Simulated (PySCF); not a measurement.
# CH5GaO (SMILES C[O][GaH2]): CCSD(T)/cc-pVDZ

What is the energy change on altering one bond length of CH5GaO at CCSD(T)/cc-pVDZ? The job is set up through a Python script.

Program for the calculation: PySCF 2.14.0.

3 further runs of the same task are left out: 3 set aside as unsound or not needed.

## (1) The structure to begin with

CH5GaO has 8 atoms, charge 0, and is taken as a singlet. As SMILES, `C[O][GaH2]`. The shape is that of a PBE0-D4/def2-TZVP optimisation.

Bond lengths: C1–O2 1.402 Å, O2–Ga3 1.782 Å, C1–H4 1.096 Å, C1–H5 1.099 Å, C1–H6 1.096 Å, Ga3–H7 1.565 Å, Ga3–H8 1.555 Å. Angles: C1–O2–Ga3 123.8°, O2–C1–H4 110.0°, O2–C1–H5 113.2°, O2–C1–H6 110.0°, O2–Ga3–H7 115.8°, O2–Ga3–H8 113.9°, H4–C1–H5 107.8°, H4–C1–H6 107.8°, H5–C1–H6 107.8°, H7–Ga3–H8 130.3°.

## (2) The energy at CCSD(T)/cc-pVDZ

job.py reads:

```python
from pyscf import gto, cc

molecule = gto.M(
    atom='''
C     -1.165583     1.837948    -0.799165
O     -1.332824    -0.516840     0.403457
Ga     1.328855    -2.460423     1.094718
H     -2.268049     1.817917    -2.552264
H      0.782725     2.373874    -1.278589
H     -1.947552     3.314958     0.423866
H      3.956898    -1.384791     0.270042
H      0.645719    -4.982641     2.437936
''',
    unit='bohr',
    verbose=3,
    basis='cc-pvdz',
    max_memory=1860,
)

mf = molecule.RHF()
mf.conv_tol = 1e-10
mf.kernel()
if not mf.converged:
    mf = mf.newton().run(mf.mo_coeff, mf.mo_occ)

mycc = cc.CCSD(mf, frozen=11)
mycc.kernel()
e_t = mycc.ccsd_t()
energy = mycc.e_tot + e_t
print('E(%s) = %.9f' % ('CCSD(T)', energy))
```

Command:

```sh
$ OMP_NUM_THREADS=1 python job.py
```

Output:

```text
converged SCF energy = -2038.85725297911
E(CCSD) = -2039.314345184265  E_corr = -0.4570922051562236
CCSD(T) correction = -0.0122703027963892
E(CCSD(T)) = -2039.326615487
```

It took 13 s on 1 thread of Intel Xeon Platinum 8375C at 2.90GHz (Ice Lake), shared host; peak memory 0.34 GiB.

## (3) The distorted shape

job.py reads:

```python
from pyscf import gto, cc

molecule = gto.M(
    atom='''
C     -0.834872     1.843957    -0.273281
O     -1.002112    -0.510831     0.929341
Ga     1.659567    -2.454414     1.620603
H     -2.268049     1.817917    -2.552264
H      1.113436     2.379883    -0.752704
H     -1.616840     3.320967     0.949750
H      4.287609    -1.378782     0.795926
H      0.976431    -4.976632     2.963820
''',
    unit='bohr',
    verbose=3,
    basis='cc-pvdz',
    max_memory=1860,
)

mf = molecule.RHF()
mf.conv_tol = 1e-10
mf.kernel()
if not mf.converged:
    mf = mf.newton().run(mf.mo_coeff, mf.mo_occ)

mycc = cc.CCSD(mf, frozen=11)
mycc.kernel()
e_t = mycc.ccsd_t()
e_tot = mycc.e_tot + e_t
print(f'total energy: {e_tot:.8f} hartree')
```

Command:

```sh
$ OMP_NUM_THREADS=1 python job.py
```

Output:

```text
converged SCF energy = -2038.81726784819
E(CCSD) = -2039.280662847504  E_corr = -0.4633949993159788
CCSD(T) correction = -0.0131569338636409
total energy: -2039.29381978 hartree
```

Wall time 14 s (1 thread of Intel Xeon Platinum 8375C at 2.90GHz (Ice Lake), shared host); peak memory 0.34 GiB.

## (4) Outcome

At CCSD(T)/cc-pVDZ, 11 core orbitals frozen:

```
                                                         quantity           value
                                        first shape: total energy  -2039.32662 Eh
                first shape: dipole moment (Hartree–Fock density)          1.41 D
                 first shape: HOMO energy (Hartree–Fock orbitals)       -11.50 eV
                 first shape: LUMO energy (Hartree–Fock orbitals)         1.56 eV
               first shape: HOMO–LUMO gap (Hartree–Fock orbitals)        13.06 eV
        first shape: correlation energy (11 core orbitals frozen)      -469.4 mEh
                                      first shape: (T) correction      -12.27 mEh
                                       first shape: T1 diagnostic           0.014
                                    distorted shape: total energy  -2039.29382 Eh
            distorted shape: dipole moment (Hartree–Fock density)          1.74 D
             distorted shape: HOMO energy (Hartree–Fock orbitals)       -10.91 eV
             distorted shape: LUMO energy (Hartree–Fock orbitals)         1.46 eV
           distorted shape: HOMO–LUMO gap (Hartree–Fock orbitals)        12.37 eV
    distorted shape: correlation energy (11 core orbitals frozen)      -476.6 mEh
                                  distorted shape: (T) correction      -13.16 mEh
                                   distorted shape: T1 diagnostic           0.014
energy change with the C1–H4 bond stretched from 1.096 to 1.425 Å        0.892 eV
```

With the C1–H4 bond stretched from 1.096 to 1.425 Å the energy rises by 0.89 eV (86.1 kJ/mol). The first shape isn't relaxed at this level, so the change isn't measured from a minimum. Mulliken charges (first shape) of the mean-field density run from -0.70 on O2 to +0.76 on Ga3; they depend strongly on the basis. The triples (first shape) make up 2.6 % of the correlation energy. Mulliken charges (distorted shape) of the mean-field density run from -0.68 on O2 to +0.77 on Ga3; they depend strongly on the basis. The triples (distorted shape) make up 2.8 % of the correlation energy.
